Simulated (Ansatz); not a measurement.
This script makes vertical energies of changing the electron count of BH₄SbTe, SMILES [BH2][SbH][TeH] with the Ansatz DFT code, driven from Python.

`ip_bh4sbte.py`
```python
"""Removing and adding an electron on BH4SbTe at fixed geometry."""

import ansatz as az


def total_energy(molecule, charge=0, unpaired=0):
    calc = molecule.calculation().basis(gaussian="def2-SVPD").functional("r2scan0")
    if charge:
        calc = calc.charge(charge)
    if unpaired:
        calc = calc.spin("collinear", total=unpaired)
    report = calc.run(threads=1, backend="cpu").report
    if report["published_state_doubts"]:
        print("  doubts:", report["published_state_doubts"])
    return report["free_energy_ev"]

GEOMETRY = """
B    -1.30570    0.50200   -0.69870
Sb   -0.35390   -0.19130    1.14390
Te    1.57520   -1.48910   -0.36510
H    -1.85400   -0.20170   -1.41330
H    -1.22610    1.66650   -1.05880
H     0.60760    1.29860    1.27270
H     2.61810   -1.65310    1.07360
"""


def main() -> None:
    geometry = az.Crystal.molecule()
    for line in GEOMETRY.strip().splitlines():
        symbol, *xyz = line.split()
        geometry = geometry.atom(symbol, [float(v) for v in xyz])

    # total-energy differences at one geometry
    parent = total_energy(geometry, 0, 0)
    cation = total_energy(geometry, 1, 1)
    print(f"E(N)   = {parent:.5f} eV")
    print(f"E(N-1) = {cation:.5f} eV  (1 unpaired)")
    print(f"vertical ionisation energy {cation - parent:.3f} eV")
    anion = total_energy(geometry, -1, 1)
    print(f"E(N+1) = {anion:.5f} eV  (1 unpaired)")
    print(f"vertical electron affinity {parent - anion:.3f} eV" + ("" if anion < parent else " (unbound in this basis)"))
    print(f"fundamental gap IP - EA = {cation + anion - 2 * parent:.3f} eV")


if __name__ == "__main__":
    main()
```

What does it cost to change the electron count at this fixed geometry?

At this unrelaxed geometry removing an electron costs 8.16 eV and adding one releases 1.32 eV.

The output:

Output of `python ip_bh4sbte.py`:
```text
E(N)   = -14573.95436 eV
E(N-1) = -14565.79801 eV  (1 unpaired)
vertical ionisation energy 8.156 eV
E(N+1) = -14575.27786 eV  (1 unpaired)
vertical electron affinity 1.323 eV
fundamental gap IP - EA = 6.833 eV
```

Total energies depend on the basis set; only differences at equal settings carry meaning. The geometry is a force-field or estimated start, not a minimum of this method, and the basis set is short of its limit. All parts are taken at fixed geometry, without zero-point energy. At an unrelaxed start these energies can be a whole eV from those at the minimum, and a small affinity can change sign. def2 sets replace the cores of elements past krypton by effective core potentials. Finished in 44 s on 1 thread of Arm Neoverse V2, with other jobs on the host, peak memory 0.53 GiB.
